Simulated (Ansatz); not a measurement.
**MnSb: further runs on the relaxed cell**

An exercise on one series of results from a longer session: the logs are not shown, and one member is left open.

Method: DFT PBE, scalar-relativistic, plane waves, PAW, in Ansatz 0.2.0.

1 further run of the same task is left out (set aside as unsound or not needed).

### Starting point

It takes space group P6_3/mmc (No. 194, hexagonal). The conventional cell has a = 4.097 Å, b = 4.097 Å, c = 5.597 Å, α = 90.00°, β = 90.00°, γ = 120.00°. Around Mn (site symmetry -3m) lie 6 Sb at 2.75 Å and 2 Mn at 2.80 Å. Sb (site symmetry -6m2) has 6 Mn at 2.75 Å as nearest neighbours.

As a file:

```cif
data_structure
_symmetry_space_group_name_H-M 'P 1'
_symmetry_Int_Tables_number 1
_cell_length_a 4.0966
_cell_length_b 4.0966
_cell_length_c 5.5970
_cell_angle_alpha 90.000
_cell_angle_beta 90.000
_cell_angle_gamma 120.000
_cell_volume 81.34
loop_
_atom_site_label
_atom_site_type_symbol
_atom_site_fract_x
_atom_site_fract_y
_atom_site_fract_z
_atom_site_occupancy
Mn1 Mn 0.00000 0.00000 0.00000 1
Mn2 Mn 0.00000 0.00000 0.50000 1
Sb1 Sb 0.33333 0.66667 0.25000 1
Sb2 Sb 0.66667 0.33333 0.75000 1
```

It is the result of an earlier relaxation at this level (volume 20.34 Å³/atom; gap on the mesh: none (metal), site moments up to 3.3 μB).

Set-up of the first run:

The input, input.yaml:

```yaml
crystal:
  lattice:
    - [4.0965910181, 0.0, 0.0]
    - [-2.048295509, 3.5477518906, 0.0]
    - [0.0, 0.0, 5.5969628961]
  atoms:
    - { symbol: Mn, position: [0.0, 0.0, 0.0], spin: 3.58 }
    - { symbol: Mn, position: [0.0, 0.0, 0.5], spin: 3.58 }
    - { symbol: Sb, position: [0.3333333333, 0.6666666667, 0.25], spin: -0.12 }
    - { symbol: Sb, position: [0.6666666667, 0.3333333333, 0.75], spin: -0.12 }
basis:
  ecutwfc: 420
kpoints:
  mp_grid: { grid: [12, 12, 8] }
  band_path:
    path:
      - [[0.0, 0.0, 0.0], [0.5, 0.0, 0.0], [0.33333333, 0.33333333, 0.0], [0.0, 0.0, 0.0], [0.0, 0.0, 0.5], [0.5, 0.0, 0.5], [0.33333333, 0.33333333, 0.5], [0.0, 0.0, 0.5]]
      - [[0.5, 0.0, 0.5], [0.5, 0.0, 0.0]]
      - [[0.33333333, 0.33333333, 0.5], [0.33333333, 0.33333333, 0.0]]
    npoints: 14
hamiltonian:
  xc: pbe
scf:
  occupations: { method: gaussian, width: 0.1 }
  n_extra_bands: 10
output:
  forces: true
  stress: true
  eigenvalues: true
  populations: true
  dos: { projected: true, de: 0.02, nscf_kmesh: { grid: [18, 18, 12] } }
  bader: true
  write_density: true
  write_potential: true
  elf: true
  volumetric_format: npy
magnetization:
  spin_polarized: true
checkpoint:
  read: start.run
  write: ck
  compress: false
  write_wavefunctions: false
  write_every: 100000
```

The run is started by

```
$ ansatz run input.yaml --threads 1 --pin off --max-ram 2560MiB --backend cpu --events-out ev --progress --plain --runs-dir out
```

Steps of the session up to this table: Bands, states and charges; Volume × 0.97; Volume × 1.03; Point at V/V0 = 0.94; Point at V/V0 = 1.06.

One table of the session follows, with a row left open; its other results are not shown here.

It belongs to the step «Equation of state». 

| volume (Å³/atom) | energy above the lowest point (meV/atom) | pressure (GPa) | largest moment (μB) |
| --- | --- | --- | --- |
| 19.116 | 14.6 | 4.07 | 3.00 |
| 19.726 | 3.4 | 1.83 | 3.13 |
| 20.336 | 0.0 | 0.00 | 3.25 |
| 20.946 | ? | ? | ? |
| 21.556 | 12.3 | -3.20 | 3.44 |

Estimate the missing values for volume (Å³/atom) = 20.946.

Worked estimate for «energy above the lowest point (meV/atom)». A straight line through the neighbours (20.336, 0.0) and (21.556, 12.3) gives 0.0 + (12.3 − 0.0) × (20.946 − 20.336) / (21.556 − 20.336) = 6.2; a parabola fitted to 3 rows on both sides gives 3.0.

As computed: energy above the lowest point (meV/atom): 3.0; pressure (GPa): -1.68; largest moment (μB): 3.35. In «energy above the lowest point (meV/atom)» the line misses by +3.2 and the parabola by 0.0.

Limits of these values: Warnings in the runs' records: stability check not made, moment headroom below auto.
